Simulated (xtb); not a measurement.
**InNH3S (SMILES [NH2][In][SH]): GFN2-xTB**

Wanted: a structure relaxation of InNH3S. 

The results are computed with xtb 6.7.1 later snapshot.

9 further runs of the same task are left out: 9 set aside as unsound or not needed.

**1. Starting point**

InNH3S: 6 atoms, total charge 0, spin state doublet. SMILES: `[NH2][In][SH]`. The shape comes from GFN2-xTB, which is rough for such elements, and wasn't checked as a minimum. This is one conformer, not always the lowest. The run starts from this shape.

Bond lengths: N1–In2 2.178 Å, In2–S3 2.556 Å, N1–H4 1.017 Å, N1–H5 1.017 Å, S3–H6 1.323 Å. Angles: N1–In2–S3 102.8°, In2–N1–H4 116.0°, In2–N1–H5 114.2°, In2–S3–H6 86.2°, H4–N1–H5 105.0°.

**2. A geometry optimisation at GFN2-xTB**

File start.xyz:

```xyz
6

N      0.404030    -0.630400    -0.894700
In    -1.424730     0.255950    -0.110710
S     -0.627110     1.402770     2.029720
H      0.604850    -0.446520    -1.874110
H      0.449110    -1.642430    -0.802580
H      0.593850     1.060640     1.652380
```

Run with:

```sh
$ xtb -o vtight --uhf 1 -- start.xyz > start.out
```

Q: Predict the results. Wanted: total energy at the end; dipole moment; HOMO energy; LUMO energy; dispersion energy; mean polarisability.

**Answer.** As computed:

At GFN2-xTB:

| quantity | value |
| --- | --- |
| total energy at the end | -8.91939 Eh |
| dipole moment | 4.11 D |
| HOMO energy (partly filled) | -9.71 eV |
| LUMO energy | -4.80 eV |
| dispersion energy | -7.85 kJ/mol |
| mean polarisability (D4 model) | 78.0 bohr³ |

At the final geometry: Bond lengths: N1–In2 2.179 Å, In2–S3 2.556 Å, N1–H4 1.017 Å, N1–H5 1.017 Å, S3–H6 1.323 Å. Angles: N1–In2–S3 102.9°, In2–N1–H4 115.2°, In2–N1–H5 115.2°, In2–S3–H6 86.2°, H4–N1–H5 105.0°. The optimisation took 15 steps and changed the energy by -0.001 eV. Mulliken charges run from -0.45 on N1 to +0.32 on In2.
